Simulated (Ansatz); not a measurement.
Run this with Ansatz 0.2.0 through its Python package and show what comes out.

`run_random_alloy.py`
```python
# -*- coding: utf-8 -*-
"""Random Lu-Sc cells of 8 mixed sites, after relaxing atoms and volume at fixed cell shape."""

from collections import Counter
from dataclasses import dataclass
import warnings

import ansatz as az
import numpy as np


@dataclass
class Options:
    xc: str = "pbesol"
    k_spacing: float = 0.26
    filling: str = "cold"
    sigma: float = 0.1


settings = Options()


def fcc(a_site, a):
    return (
        az.Lattice.fcc(a)
        .space_group(225)
        .atom(a_site, (0, 0, 0))
        .primitive()
    )

A_FIRST, A_LAST = 4.9, 4.64


def solve(name, crystal):
    calc = (
        crystal.calculation()
        .functional(settings.xc)
        .basis(28 * az.Ry)
        .mixing("broyden")
        .scf(algorithm="direct_min")
        .kpoints(spacing=settings.k_spacing)
        .occupations(settings.filling, width=settings.sigma)
        .band_table()
    )
    calc = calc.relax(force_tolerance=0.01, fix_cell=["shape"])
    return calc.run(threads=1, backend="cpu")


def volume_per_atom(outcome):
    return abs(np.linalg.det(outcome.lattice.cell_ang)) / len(outcome.lattice.sites)


def counts(outcome):
    return Counter(site.symbol for site in outcome.lattice.sites)

warnings.simplefilter("ignore")

phases = {"Lu": fcc("Lu", A_FIRST), "Sc": fcc("Sc", A_LAST)}
for k in [3]:
    a = A_FIRST + (A_LAST - A_FIRST) * k / 8
    supercell = fcc("Lu", a).supercell(2).resolved()
    for seed in [67]:
        drawn = supercell.site_disorder().occupy("Lu", Lu=8 - k, Sc=k).random(seed=seed)
        phases[f"Lu{8 - k}Sc{k} seed {seed}"] = drawn.crystal

done = {}
for name, crystal in phases.items():
    done[name] = solve(name, crystal)
    print(f"{name}: {done[name].report['energy_sigma0_ev']:.4f} eV, {len(done[name].lattice.sites)} atoms")

# mixing quantities against the straight line between the end members, both on this lattice
x = {name: counts(o)["Sc"] / (counts(o)["Lu"] + counts(o)["Sc"]) for name, o in done.items()}
first, last = min(x, key=x.get), max(x, key=x.get)
energy = {name: o.report["energy_sigma0_ev"] / len(o.lattice.sites) for name, o in done.items()}
volume = {name: volume_per_atom(o) for name, o in done.items()}
rows = []
for name in sorted(done, key=x.get):
    line = lambda table: (1 - x[name]) * table[first] + x[name] * table[last]
    rows.append((name, x[name], 1000 * (energy[name] - line(energy)), volume[name], 100 * (volume[name] / line(volume) - 1)))
print("      cell       x(Sc)  E_mix (meV/atom)  V (A^3/atom)  excess V (%)")
for row in rows:
    print(f"{str(row[0]):>10}  {row[1]:10.3f}  {row[2]:+16.1f}  {row[3]:12.3f}  {row[4]:+12.2f}")
```

`python run_random_alloy.py` gives:
```text
Lu: -14611.4495 eV, 1 atoms
Sc: -2111.3198 eV, 1 atoms
Lu5Sc3 seed 67: -79391.0930 eV, 8 atoms
      cell       x(Sc)  E_mix (meV/atom)  V (A^3/atom)  excess V (%)
        Lu       0.000              +0.0        27.311         +0.00
Lu5Sc3 seed 67       0.375             +14.2        25.836         -0.33
        Sc       1.000              +0.0        23.605         +0.00
```

What to keep in mind:
- These settings explore the input space; cutoff and mesh may be short of convergence.
- The cutoff lies under the one recommended for these potentials.
- For the metals among these phases the mesh is modest: differences between phases can be off by up to 40 meV an atom.
- Atoms and volume are relaxed with the cell's shape held, which in cells of lower than cubic symmetry can hide stresses and shift volumes.
- Cells of eight mixed sites are far from the random limit, and both end members stand on the same lattice, which need not be their own. Differences under about 40 meV an atom lie within the error of mesh and functional.
- The cells are prototypes set up for this calculation and needn't exist.
- The script silences warnings, which a real study should read.
- Hardware and time: 6.4 min on 1 thread of Arm Neoverse V1 (shared host), peak memory 1.2 GiB.
